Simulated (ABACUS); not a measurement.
# Ba2Tl5V3O12 (P-3m1) in ABACUS: notebook

Runs on Ba2Tl5V3O12. Level: PBE. Tasks: single point.

All numbers are computed with ABACUS 3.10.1; they aren't measurements. Logs are shortened: lines on timing, memory, paths and dates and some standing lists are left out, and cuts for length are marked.

### Step 1. Starting point

The structure is trigonal, space group P-3m1 (No. 164). The conventional cell has a = 8.154 Å, b = 8.154 Å, c = 6.921 Å, α = 90.00°, β = 90.00°, γ = 120.00°. Around Tl (site symmetry 2/m) lie 4 O at 2.53 Å. Tl (site symmetry 3m) has 6 O at 2.73 Å and 3 V at 2.82 Å and 3 Tl at 3.03 Å as nearest neighbours. Ba (site symmetry 3m) has 6 O at 2.80 Å as nearest neighbours. Around V (site symmetry 2/m) lie 4 O at 1.82 Å. Around O (site symmetry 1) lie 1 V at 1.82 Å.

The cell was built by a generator and needn't be a form met in nature.

### Step 2. Single point, PBE, collinear spin, ferromagnetic start

File run_abacus.py:

```python
"""ABACUS run from a structure file: ASE reads it, the script writes STRU, KPT and INPUT."""
import re
import subprocess
from ase.io import read
from ase.units import Bohr

atoms = read("POSCAR")
atoms = atoms[(-atoms.numbers).argsort(kind="stable")]  # ABACUS lists atoms element by element
pseudo = {'Tl': 'Tl.upf', 'Ba': 'Ba.upf', 'V': 'V.upf', 'O': 'O.upf'}
orbital = {'Tl': 'Tl_confined-atom_8au_2s2p2d.orb', 'Ba': 'Ba_confined-atom_9au_3s2p2d.orb', 'V': 'V_confined-atom_7au_3s2p2d1f.orb', 'O': 'O_confined-atom_6au_2s2p1d.orb'}
magmoms = [0.0, 0.0, 0.0, 0.0, 0.0, 0.0, 0.0, 2.0, 2.0, 2.0, 0.0, 0.0, 0.0, 0.0, 0.0, 0.0, 0.0, 0.0, 0.0, 0.0, 0.0, 0.0]
kmesh = [3, 3, 3]
params = {
    'suffix': 'Ba2Tl5V3O12',
    'calculation': 'scf',
    'basis_type': 'lcao',
    'pseudo_dir': './',
    'orbital_dir': './',
    'symmetry': 1,
    'dft_functional': 'pbe',
    'ecutwfc': 100,
    'pseudo_rcut': 7,
    'nspin': 2,
    'nbands': 121,
    'ks_solver': 'genelpa',
    'smearing_method': 'fd',
    'smearing_sigma': 0.00367493,
    'scf_thr': 1e-07,
    'scf_nmax': 100,
    'mixing_type': 'broyden',
    'mixing_beta': 0.4,
    'cal_force': 1,
    'cal_stress': 1,
    'nupdown': 4.5,
    'out_mul': 1,
}

symbols = atoms.get_chemical_symbols()
elements = list(dict.fromkeys(symbols))
lines = ["ATOMIC_SPECIES"] + [f"{e} {atoms.get_masses()[symbols.index(e)]:.4f} {pseudo[e]}" for e in elements]
if orbital:
    lines += ["", "NUMERICAL_ORBITAL"] + [orbital[e] for e in elements]
lines += ["", "LATTICE_CONSTANT", f"{1 / Bohr:.10f}", "", "LATTICE_VECTORS"]
lines += [" ".join(f"{x:.10f}" for x in v) for v in atoms.cell]
lines += ["", "ATOMIC_POSITIONS", "Direct"]
for e in elements:
    lines += ["", e, "0.0", str(symbols.count(e))]
    for i, p in enumerate(atoms.get_scaled_positions(wrap=False)):
        if symbols[i] == e:
            mag = "" if magmoms is None else " mag " + " ".join(str(x) for x in (magmoms[i] if isinstance(magmoms[i], list) else [magmoms[i]]))
            lines.append(" ".join(f"{x:.10f}" for x in p) + " 1 1 1" + mag)
open("STRU", "w").write("\n".join(lines) + "\n")
open("KPT", "w").write("K_POINTS\n0\nGamma\n%d %d %d 0 0 0\n" % tuple(kmesh))
open("INPUT", "w").write("INPUT_PARAMETERS\n" + "".join(f"{k:<20s}{v}\n" for k, v in params.items()))

done = subprocess.run(['mpirun', '-np', '4', 'abacus'])
if done.returncode:
    raise SystemExit(done.returncode)
log = open("OUT.Ba2Tl5V3O12/running_scf.log").read()
print("final energy (eV):", re.findall(r"FINAL_ETOT_IS (\S+)", log))
```

File POSCAR:

```
Ba2Tl5V3O12
1.0
    8.1542100000      0.0000000000      0.0000000000
   -4.0771100000      7.0617600000      0.0000000000
    0.0000000000      0.0000000000      6.9212800000
Ba V Tl O
2 3 5 12
Direct
    0.0000000000      0.0000000000      0.2355200000
    0.0000000000      0.0000000000      0.7644800000
    0.5000000000      0.0000000000      0.0000000000
    0.0000000000      0.5000000000      0.0000000000
    0.5000000000      0.5000000000      0.0000000000
    0.5000000000      0.0000000000      0.5000000000
    0.0000000000      0.5000000000      0.5000000000
    0.5000000000      0.5000000000      0.5000000000
    0.3333300000      0.6666700000      0.2248900000
    0.6666700000      0.3333300000      0.7751100000
    0.3389000000      0.3433400000      0.8144400000
    0.6566600000      0.9955600000      0.8144400000
    0.0044400000      0.6611000000      0.8144400000
    0.3433400000      0.3389000000      0.1855600000
    0.9955600000      0.6566600000      0.1855600000
    0.6611000000      0.0044400000      0.1855600000
    0.6611000000      0.6566600000      0.1855600000
    0.3433400000      0.0044400000      0.1855600000
    0.9955600000      0.3389000000      0.1855600000
    0.6566600000      0.6611000000      0.8144400000
    0.0044400000      0.3433400000      0.8144400000
    0.3389000000      0.9955600000      0.8144400000
```

Potentials or basis: PseudoDojo NC SR 0.4.1 PBE standard, DZP LCAO (the cutoffs set its grid).

Started as:

```
OMP_NUM_THREADS=1 python run_abacus.py > log
```

running log:

```text
ABACUS v3.10.1

               Atomic-orbital Based Ab-initio Computation at UStc

 ------------------------------------------------------------------------------------

 READING GENERAL INFORMATION
                           global_out_dir = OUT.Ba2Tl5V3O12/
                           global_in_card = INPUT
                               pseudo_dir = ./
                              orbital_dir = ./
                                    DSIZE = 4
                                    GSIZE = 1

 READING UNITCELL INFORMATION
                                    ntype = 4
                  lattice constant (Bohr) = 1.88973
              lattice constant (Angstrom) = 1

 READING ATOM TYPE 1
                               atom label = Tl
                      L=0, number of zeta = 2
                      L=1, number of zeta = 2
                      L=2, number of zeta = 2
             number of atom for this type = 5
               magnetization of element 1 = 0

 READING ATOM TYPE 2
                               atom label = Ba
                      L=0, number of zeta = 3
                      L=1, number of zeta = 2
                      L=2, number of zeta = 2
             number of atom for this type = 2
               magnetization of element 2 = 0

 READING ATOM TYPE 3
                               atom label = V
                      L=0, number of zeta = 3
                      L=1, number of zeta = 2
                      L=2, number of zeta = 2
                      L=3, number of zeta = 1
             number of atom for this type = 3
               magnetization of element 3 = 2

 READING ATOM TYPE 4
                               atom label = O
                      L=0, number of zeta = 2
                      L=1, number of zeta = 2
                      L=2, number of zeta = 1
             number of atom for this type = 12
               magnetization of element 4 = 0

                        TOTAL ATOM NUMBER = 22
DIRECT COORDINATES
    atom                   x                   y                   z     mag                  vx                  vy                  vz
taud_Tl1            0.5000000000        0.0000000000        0.5000000000  0.0000        0.0000000000        0.0000000000        0.0000000000
taud_Tl2            0.0000000000        0.5000000000        0.5000000000  0.0000        0.0000000000        0.0000000000        0.0000000000
taud_Tl3            0.5000000000        0.5000000000        0.5000000000  0.0000        0.0000000000        0.0000000000        0.0000000000
taud_Tl4            0.3333300000        0.6666700000        0.2248900000  0.0000        0.0000000000        0.0000000000        0.0000000000
taud_Tl5            0.6666700000        0.3333300000        0.7751100000  0.0000        0.0000000000        0.0000000000        0.0000000000
taud_Ba1            0.0000000000        0.0000000000        0.2355200000  0.0000        0.0000000000        0.0000000000        0.0000000000
taud_Ba2            0.0000000000        0.0000000000        0.7644800000  0.0000        0.0000000000        0.0000000000        0.0000000000
taud_V1            0.5000000000        0.0000000000        0.0000000000  2.0000        0.0000000000        0.0000000000        0.0000000000
taud_V2            0.0000000000        0.5000000000        0.0000000000  2.0000        0.0000000000        0.0000000000        0.0000000000
taud_V3            0.5000000000        0.5000000000        0.0000000000  2.0000        0.0000000000        0.0000000000        0.0000000000
taud_O1            0.3389000000        0.3433400000        0.8144400000  0.0000        0.0000000000        0.0000000000        0.0000000000
taud_O2            0.6566600000        0.9955600000        0.8144400000  0.0000        0.0000000000        0.0000000000        0.0000000000
taud_O3            0.0044400000        0.6611000000        0.8144400000  0.0000        0.0000000000        0.0000000000        0.0000000000
taud_O4            0.3433400000        0.3389000000        0.1855600000  0.0000        0.0000000000        0.0000000000        0.0000000000
taud_O5            0.9955600000        0.6566600000        0.1855600000  0.0000        0.0000000000        0.0000000000        0.0000000000
taud_O6            0.6611000000        0.0044400000        0.1855600000  0.0000        0.0000000000        0.0000000000        0.0000000000
taud_O7            0.6611000000        0.6566600000        0.1855600000  0.0000        0.0000000000        0.0000000000        0.0000000000
taud_O8            0.3433400000        0.0044400000        0.1855600000  0.0000        0.0000000000        0.0000000000        0.0000000000
taud_O9            0.9955600000        0.3389000000        0.1855600000  0.0000        0.0000000000        0.0000000000        0.0000000000
taud_O10           0.6566600000        0.6611000000        0.8144400000  0.0000        0.0000000000        0.0000000000        0.0000000000
taud_O11           0.0044400000        0.3433400000        0.8144400000  0.0000        0.0000000000        0.0000000000        0.0000000000
taud_O12           0.3389000000        0.9955600000        0.8144400000  0.0000        0.0000000000        0.0000000000        0.0000000000

                          Volume (Bohr^3) = 2689.54
[... 254 lines left out ...]
              searching radius is (Bohr)) = 23.2
         searching radius unit is (Bohr)) = 1.89
                         PeriodicBoundary = 1
                        Radius(unit:lat0) = 12.3
                                   glayer = [ 3, 3, 3 ]
                             glayer_minus = [ 2, 2, 2 ]

Find the coordinate range of the input atom(unit:lat0).
                                  min_tau = [ -27.1, -14.1, -13.8 ]
                                  max_tau = [ 31.2, 21.2, 19.5 ]
                                BoxNumber = [ 5, 5, 5 ]

 SETUP EXTENDED REAL SPACE GRID FOR GRID INTEGRATION
                          real space grid = [ 100, 100, 90 ]
                 big cell numbers in grid = [ 20, 20, 30 ]
             meshcell numbers in big cell = [ 5, 5, 3 ]
                        extended fft grid = [ 14, 14, 21 ]
                dimension of extened grid = [ 49, 49, 73 ]
                            UnitCellTotal = 27
              Atom number in sub-FFT-grid = 22
    Local orbitals number in sub-FFT-grid = 362
                                ParaV.nnr = 203457

                                 init_chg = atomic

 LCAO ALGORITHM --------------- ION=   1  ELEC=   1--------------------------------
          total magnetism (Bohr mag/cell) = 4.5
       absolute magnetism (Bohr mag/cell) = 4.70868

 Density error is 0.140195364822
----------------------------------------------------------
     Energy           Rydberg                 eV
----------------------------------------------------------
 E_KohnSham     -1557.2421531462     -21187.3664485773
 E_Harris       -1545.6406456030     -21029.5198406001
 E_Fermi_up     0.5962898488         8.1129396027
 E_Fermi_dw     0.4443529723         6.0457323460
----------------------------------------------------------
[... 327 lines left out ...]
 Density error is 9.10967155079e-08
----------------------------------------------------------
     Energy           Rydberg                 eV
----------------------------------------------------------
 E_KohnSham     -1559.9283254378     -21223.9136975525
 E_KS(sigma->0) -1559.9251624832     -21223.8706633476
 E_Harris       -1559.9283487646     -21223.9140149303
 E_band         -72.8520313619       -991.2027373972
 E_one_elec     -726.5359986674      -9885.0293839974
 E_Hartree      479.1371699047       6518.9956342983
 E_xc           -386.6082282395      -5260.0747977421
 E_Ewald        -925.9149425264      -12597.7190817015
 E_entropy(-TS) -0.0063259092        -0.0860684098
 E_descf        0.0000000000         0.0000000000
 E_exx          0.0000000000         0.0000000000
 E_Fermi_up     0.6079861531         8.2720759870
 E_Fermi_dw     0.5437305123         7.3978331436
----------------------------------------------------------

 charge density convergence is achieved
 final etot is -21223.913698 eV
 EFERMI = 0 eV

 STATE ENERGY(eV) AND OCCUPATIONS    NSPIN == 2
SPIN UP :
 1/14 kpoint (Cartesian) = 0.0000 0.0000 0.0000 (11359 pws)
       1       -57.0724      0.0370370
       2       -57.0723      0.0370370
       3       -57.0723      0.0370370
       4       -31.0069      0.0370370
       5       -31.0050      0.0370370
       6       -31.0050      0.0370370
[... 728 lines left out ...]
     120        12.7219    1.65728e-40
     121        13.3439    6.54540e-46

[... levels at 22 further k points ...]

-------------------------------------------------
 Total Magnetism (uB)
-------------------------------------------------
                        Tl1         0.1761614205
                        Tl2         0.1761612214
                        Tl3         0.1761613665
                        Tl4         0.1639961126
                        Tl5         0.1639961126
                        Ba1         0.0275342412
[... 18 lines left out ...]
 correction force for each atom along direction 1 is 5.46902e-13
 correction force for each atom along direction 2 is 6.38010e-13
 correction force for each atom along direction 3 is 2.35458e-13
------------------------------------------------------------------------------------------
 TOTAL-FORCE (eV/Angstrom)
------------------------------------------------------------------------------------------
                       Tl1         0.0000000000         0.0000000000         0.0000000000
                       Tl2         0.0000000000         0.0000000000         0.0000000000
                       Tl3         0.0000000000         0.0000000000         0.0000000000
                       Tl4         0.0002746044        -0.0001501206        -0.0663494991
                       Tl5        -0.0002746043         0.0001501207         0.0663494991
                       Ba1        -0.0000148032         0.0000100069         0.2743913888
[... 11 lines left out ...]
                        O8        -0.1521664386         0.0665988129        -0.0991536334
                        O9         0.0183872626        -0.1650303969        -0.0991686671
                       O10         0.0183908172         0.1649785347         0.0992156979
                       O11         0.1337464558        -0.0984581801         0.0991685402
                       O12        -0.1521434926        -0.0665877714         0.0991536968
------------------------------------------------------------------------------------------

----------------------------------------------------------------
 TOTAL-STRESS (KBAR)
----------------------------------------------------------------
        29.6743592066         0.0027295521         0.0005505806
         0.0027295521        29.6765350852        -0.0002963027
         0.0005505806        -0.0002963027        36.7944722387
----------------------------------------------------------------
 TOTAL-PRESSURE: 32.048456 KBAR

 --------------------------------------------
 !FINAL_ETOT_IS -21223.9136975525070739 eV
 --------------------------------------------
```

Wall time 2.1 min (4 MPI ranks of Intel Xeon 6975P-C (Granite Rapids), shared host); peak memory 1.8 GiB.

Results:

```yaml
Free_energy: -21223.9137 eV
Pressure: 3.2 GPa
Largest_force: 0.274 eV/Å
Net_moment: 4.50 μB per cell
Absolute_moment: 4.54 μB per cell
Site_moments: Tl +0.18, +0.16; Ba +0.03; V +0.48; O +0.18 μB
Mulliken_charges: Tl +0.51, +0.40; Ba +1.15; V +0.70; O -0.56 e
```

Forces on the atoms (eV/Å):
```
Tl   0.000  0.000  0.000
Tl   0.000  0.000  0.000
Tl   0.000  0.000  0.000
Tl   0.000  0.000 -0.066
Tl   0.000  0.000  0.066
Ba   0.000  0.000  0.274
Ba   0.000  0.000 -0.274
V    0.000  0.000  0.000
V    0.000  0.000  0.000
V    0.000  0.000  0.000
O   -0.134 -0.098  0.099
O    0.152 -0.067  0.099
O   -0.018  0.165  0.099
O   -0.018 -0.165 -0.099
O   -0.134  0.098 -0.099
O    0.152  0.067 -0.099
O    0.134  0.098 -0.099
O   -0.152  0.067 -0.099
O    0.018 -0.165 -0.099
O    0.018  0.165  0.099
O    0.134 -0.098  0.099
O   -0.152 -0.067  0.099
```

Caveat: the atomic orbitals were generated for these runs and aren't a published set; the moment is held away from its start; Mulliken charges move with the basis; this release of the barium file is off; the basis of atomic orbitals isn't converged, which shifts pressures, moduli and gaps; the total moment is fixed, so each spin has its own Fermi level. The run has no spin-orbit coupling, so splittings on Ba, Tl are missing.

### Step 3. Single point, PBE, collinear spin, ferromagnetic start

run_abacus.py: that of step 2 with these lines changed.

```diff
@@ -33,3 +33,3 @@
     'cal_stress': 1,
-    'nupdown': 4.5,
+    'nupdown': 6.0,
     'out_mul': 1,
```

POSCAR is that of step 2.

Potentials or basis: PseudoDojo NC SR 0.4.1 PBE standard, DZP LCAO (the cutoffs set its grid).

Started as:

```
OMP_NUM_THREADS=1 python run_abacus.py > log
```

running log:

```text
ABACUS v3.10.1

               Atomic-orbital Based Ab-initio Computation at UStc

 ------------------------------------------------------------------------------------

 READING GENERAL INFORMATION
                           global_out_dir = OUT.Ba2Tl5V3O12/
                           global_in_card = INPUT
                               pseudo_dir = ./
                              orbital_dir = ./
                                    DSIZE = 4
                                    GSIZE = 1

 READING UNITCELL INFORMATION
                                    ntype = 4
                  lattice constant (Bohr) = 1.88973
[... 1479 lines left out ...]
                       Tl1         0.0000000000         0.0000000000         0.0000000000
                       Tl2         0.0000000000         0.0000000000         0.0000000000
                       Tl3         0.0000000000         0.0000000000         0.0000000000
                       Tl4         0.0002725935        -0.0001461029        -0.0806887309
                       Tl5        -0.0002725936         0.0001461029         0.0806887309
                       Ba1        -0.0000093497         0.0000065073         0.2931926449
[... 11 lines left out ...]
                        O8        -0.1951572117         0.0953225987        -0.1116987595
                        O9         0.0150099671        -0.2166253476        -0.1117128978
                       O10         0.0150423343         0.2166201024         0.1116991897
                       O11         0.1801208155        -0.1213318979         0.1117091179
                       O12        -0.1951318314        -0.0953101222         0.1117024357
------------------------------------------------------------------------------------------

----------------------------------------------------------------
 TOTAL-STRESS (KBAR)
----------------------------------------------------------------
        40.5716192395         0.0028484723         0.0005231675
         0.0028484723        40.5738917555        -0.0002907396
         0.0005231675        -0.0002907396        45.4750353978
----------------------------------------------------------------
 TOTAL-PRESSURE: 42.206849 KBAR

 --------------------------------------------
 !FINAL_ETOT_IS -21223.1571719391831721 eV
 --------------------------------------------
```

Run time: 2.1 min. Hardware: 4 MPI ranks of Intel Xeon 6975P-C (Granite Rapids), shared host; peak memory 1.9 GiB.

What came out:

```yaml
Free_energy: -21223.1572 eV
Pressure: 4.2 GPa
Largest_force: 0.293 eV/Å
Net_moment: 6.00 μB per cell
Absolute_moment: 6.04 μB per cell
Site_moments: Tl +0.21, +0.25; Ba +0.07; V +0.67; O +0.23 μB
Mulliken_charges: Tl +0.51, +0.40; Ba +1.14; V +0.69; O -0.56 e
```

Forces on the atoms (eV/Å):
```
Tl   0.000  0.000  0.000
Tl   0.000  0.000  0.000
Tl   0.000  0.000  0.000
Tl   0.000  0.000 -0.081
Tl   0.000  0.000  0.081
Ba   0.000  0.000  0.293
Ba   0.000  0.000 -0.293
V    0.000  0.000  0.000
V    0.000  0.000  0.000
V    0.000  0.000  0.000
O   -0.180 -0.121  0.112
O    0.195 -0.095  0.112
O   -0.015  0.217  0.112
O   -0.015 -0.217 -0.112
O   -0.180  0.121 -0.112
O    0.195  0.095 -0.112
O    0.180  0.121 -0.112
O   -0.195  0.095 -0.112
O    0.015 -0.217 -0.112
O    0.015  0.217  0.112
O    0.180 -0.121  0.112
O   -0.195 -0.095  0.112
```

Caveat: the atomic orbitals were generated for these runs and aren't a published set; Mulliken charges move with the basis; this release of the barium file is off; the basis of atomic orbitals isn't converged, which shifts pressures, moduli and gaps; the total moment is fixed, so each spin has its own Fermi level. The run has no spin-orbit coupling, so splittings on Ba, Tl are missing.

[end of part 1 of 2]
